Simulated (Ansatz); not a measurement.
# GeH8OSi2: the cost of one run

All numbers are computed with the Python package of Ansatz 0.2.0. The levels of theory stand in the script.

## Step 1: The structure

Bond lengths: O1–Si2 1.676 Å, Si2–Si3 2.214 Å, Si3–Ge4 2.334 Å, O1–H5 1.046 Å, Si2–H6 1.480 Å, Si2–H7 1.494 Å, Si3–H8 1.414 Å, Si3–H9 1.536 Å, Ge4–H10 1.479 Å, Ge4–H11 1.601 Å, Ge4–H12 1.544 Å. Angles (14 of 19 angles, heavy atoms first): O1–Si2–Si3 107.1°, Si2–Si3–Ge4 109.7°, O1–Si2–H6 111.3°, O1–Si2–H7 110.2°, Si3–Si2–H6 110.1°, Si3–Si2–H7 109.2°, Si2–O1–H5 104.9°, Si2–Si3–H8 111.3°, Si2–Si3–H9 108.7°, Ge4–Si3–H8 111.8°, Ge4–Si3–H9 107.8°, Si3–Ge4–H10 110.6°, Si3–Ge4–H11 104.6°, Si3–Ge4–H12 108.8°.

geh8osi2.xyz, read by the script:

```xyz
12

O    -1.74500    1.23120   -0.83980
Si   -0.50860    1.53180    0.25070
Si    0.15170   -0.42860    1.04090
Ge    0.96590   -1.74630   -0.70550
H    -2.02750    2.17460   -1.19270
H    -0.96750    2.39800    1.35940
H     0.63860    2.19550   -0.43850
H    -0.88890   -1.07480    1.74640
H     1.30300   -0.19860    2.03150
H     2.06220   -1.05050   -1.41340
H    -0.29560   -1.96890   -1.66630
H     1.38860   -3.11860   -0.13880
```

## Step 2: Script

geh8osi2.py reads:

```python
"""One geometry of GeH8OSi2, method by method."""

from dataclasses import dataclass
from pathlib import Path

import ansatz
import numpy as np


@dataclass(frozen=True)
class RunConfig:
    basis_set: str = "def2-SVP"


settings = RunConfig()

molecule = ansatz.Crystal.molecule_from_extxyz("geh8osi2.xyz")

calculation = molecule.calculation().basis(gaussian=settings.basis_set)

print("functional    E (Ha)        dipole (D)   HOMO (eV)  LUMO (eV)")
for name in ["r2scan", "hse06", "revpbe", "lda", "b3lyp"]:
    data = calculation.functional(name).forces().orbitals().run(threads=1, backend="cpu", runs_dir="runs").report
    lines = Path(data["orbitals_path"]).read_text().splitlines()
    field_of = lambda key: [line.split("=")[1].strip() for line in lines if line.startswith(key)]
    orbitals = [(27.211386 * float(e), s, float(n)) for e, s, n in zip(field_of("Ene="), field_of("Spin="), field_of("Occup="))]
    homo = max(e for e, _, n in orbitals if n > 0.5)
    lumo = min(e for e, _, n in orbitals if n < 0.5)
    dipole = 4.803205 * np.linalg.norm(data["charge_distribution"]["dipole_moment_e_ang"])
    print(f"{name:10s} {data['free_energy_ev'] / 27.211386246:14.6f} {dipole:9.3f} {homo:11.3f} {lumo:10.3f}")
```

## Step 3: Launch

Launch:

```
python geh8osi2.py
```

**Question.** How long does this script take on 1 thread of Arm Neoverse V2, shared host, and how much memory does it need?

About 31 s, with a peak of 0.39 GiB.
